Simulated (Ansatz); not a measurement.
# MgSn2Au2: the cost of one run

Computed with Ansatz 0.2.0 (DFT PBEsol, scalar-relativistic, plane waves, PAW, unless a step's input says otherwise).

1 further run of the same task is left out (set aside as unsound or not needed). Runs told in other sessions of the task aren't counted.

### 1 The structure to begin with

The structure is tetragonal, space group I4/mmm (No. 139). The conventional cell has a = 4.431 Å, b = 4.431 Å, c = 10.242 Å, α = 90.00°, β = 90.00°, γ = 90.00°. Ca (site symmetry 4/mmm) is surrounded by 8 Ge at 3.36 Å and 8 Au at 3.39 Å. Around Ge (site symmetry 4mm) lie 1 Ge at 2.44 Å and 4 Au at 2.59 Å. Au (site symmetry -4m2) has 4 Ge at 2.59 Å in its first shell of neighbours.

Structure file:

```cif
data_structure
_symmetry_space_group_name_H-M 'I4/mmm'
_symmetry_Int_Tables_number 139
_cell_length_a 4.4307
_cell_length_b 4.4307
_cell_length_c 10.2416
_cell_angle_alpha 90.000
_cell_angle_beta 90.000
_cell_angle_gamma 90.000
_cell_volume 201.05
loop_
_atom_site_label
_atom_site_type_symbol
_atom_site_symmetry_multiplicity
_atom_site_Wyckoff_symbol
_atom_site_fract_x
_atom_site_fract_y
_atom_site_fract_z
_atom_site_occupancy
Ca1 Ca 2 a 0.00000 0.00000 0.00000 1
Ge1 Ge 4 e 0.00000 0.00000 0.38109 1
Au1 Au 4 d 0.00000 0.50000 0.25000 1
```

It is the result of an earlier relaxation at this level (volume 20.11 Å³/atom; gap on the mesh: none (metal)).

### 2 The substitution Ca → Mg, Ge → Sn

The start of MgSn2Au2: fractional positions of relaxed CaGe2Au2, cell scaled by 1.003, a guess from tabulated radii.

### 3 Probe: one point at the start (MgSn2Au2)

File input.yaml:

```yaml
crystal:
  lattice:
    - [-2.221862913, 2.221862913, 5.1359321499]
    - [2.221862913, -2.221862913, 5.1359321499]
    - [2.221862913, 2.221862913, -5.1359321499]
  atoms:
    - { symbol: Mg, position: [0.0, 0.0, 0.0] }
    - { symbol: Sn, position: [0.3810867179, 0.3810867179, 0.0] }
    - { symbol: Sn, position: [0.6189132821, 0.6189132821, 0.0] }
    - { symbol: Au, position: [0.75, 0.25, 0.5] }
    - { symbol: Au, position: [0.25, 0.75, 0.5] }
basis:
  ecutwfc: 420
kpoints:
  mp_grid: { grid: [6, 6, 6] }
hamiltonian:
  xc: pbesol
scf:
  occupations: { method: gaussian, width: 0.1 }
output:
  forces: true
  stress: true
  eigenvalues: true
```

The run is started by

```bash
$ ansatz run input.yaml --threads 1 --pin off --max-ram 2560MiB --backend cpu --events-out ev --progress --plain --runs-dir out
```

Q: Estimate wall time and peak memory on 1 thread of Arm Neoverse V2, shared host.

About 7.3 s, with a peak of 0.46 GiB.
